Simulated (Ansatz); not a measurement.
# C4H7I: basis-set convergence

One table from this session's results is given with a row withheld; the runs are named, their logs left out.

The runs use Ansatz 0.2.0, Gaussian basis; one geometry, several basis sets.

Levels to be run: PBE0-D4/def2-SVP; ωB97M-V/def2-SVP; PBE0-D4/def2-QZVPP; ωB97M-V/def2-QZVPP; the functionals' def2-TZVPP values are taken from earlier runs.

## Structure used throughout

An earlier PBE0-D4 in a triple-zeta def2 set relaxation fixed the geometry. I takes the def2 core potential; no spin-orbit term is included.

SMILES `C/C=C(\C)I`, 12 atoms, charge 0, spin multiplicity 1.

Atoms are counted from 1 here; the program's logs count them from 0.

Bond lengths: C1–C2 1.492 Å, C1–H6 1.094 Å, C1–H7 1.089 Å, C1–H8 1.094 Å, C2–C3 1.328 Å, C2–H9 1.086 Å, C3–C4 1.488 Å, C3–I5 2.107 Å, C4–H10 1.093 Å, C4–H11 1.091 Å, C4–H12 1.093 Å. Angles: C2–C1–H6 110.3°, C2–C1–H7 113.3°, C2–C1–H8 110.3°, H6–C1–H7 108.0°, H6–C1–H8 106.7°, H7–C1–H8 108.0°, C1–C2–C3 126.2°, C1–C2–H9 115.5°, C3–C2–H9 118.3°, C2–C3–C4 128.6°, C2–C3–I5 118.1°, C4–C3–I5 113.2°, C3–C4–H10 110.8°, C3–C4–H11 111.3°, C3–C4–H12 110.8°, H10–C4–H11 108.4°, H10–C4–H12 107.1°, H11–C4–H12 108.4°.

Set-up of the first run:

Input file in.yaml:

```yaml
crystal:
  periodic: [false, false, false]
  atoms:
    - {symbol: C, position_ang: [-1.603791, -0.316536, 0.347741]}
    - {symbol: C, position_ang: [-0.465215, 0.595407, 0.661882]}
    - {symbol: C, position_ang: [0.758630, 0.525341, 0.152008]}
    - {symbol: C, position_ang: [1.299055, -0.448400, -0.834419]}
    - {symbol: I, position_ang: [2.178608, 1.951230, 0.776708]}
    - {symbol: H, position_ang: [-2.447528, 0.253910, -0.052875]}
    - {symbol: H, position_ang: [-1.347978, -1.091182, -0.373805]}
    - {symbol: H, position_ang: [-1.959854, -0.806924, 1.259073]}
    - {symbol: H, position_ang: [-0.680578, 1.382890, 1.377354]}
    - {symbol: H, position_ang: [1.659554, 0.065248, -1.729284]}
    - {symbol: H, position_ang: [0.538880, -1.170879, -1.135255]}
    - {symbol: H, position_ang: [2.147318, -0.995306, -0.415028]}
basis:
  gaussian: {orbitals: def2-SVP}
hamiltonian: {xc: pbe0, dispersion: d4}
output: {orbitals: {seedname: orbitals}}
```

Steps of the session up to this table: PBE0-D4 in def2-SVP; ωB97M-V in def2-SVP; PBE0-D4 in def2-QZVPP; ωB97M-V in def2-QZVPP.

One of the session's tables, all rows but one given; the rest of the session is left out.

It belongs to the step «Functionals by basis». 

```
functional       basis  HOMO (eV)
   PBE0-D4    def2-SVP      -6.59
   PBE0-D4  def2-TZVPP      -6.66
   PBE0-D4  def2-QZVPP      -6.67
   ωB97M-V    def2-SVP          ?
   ωB97M-V  def2-TZVPP      -8.76
   ωB97M-V  def2-QZVPP      -8.77
```

Q: Estimate the row for ωB97M-V, def2-SVP from the others.

As computed: HOMO (eV): -8.68. In the column «HOMO (eV)» it lies between ωB97M-V, def2-TZVPP (-8.76) and PBE0-D4, def2-QZVPP (-6.67).
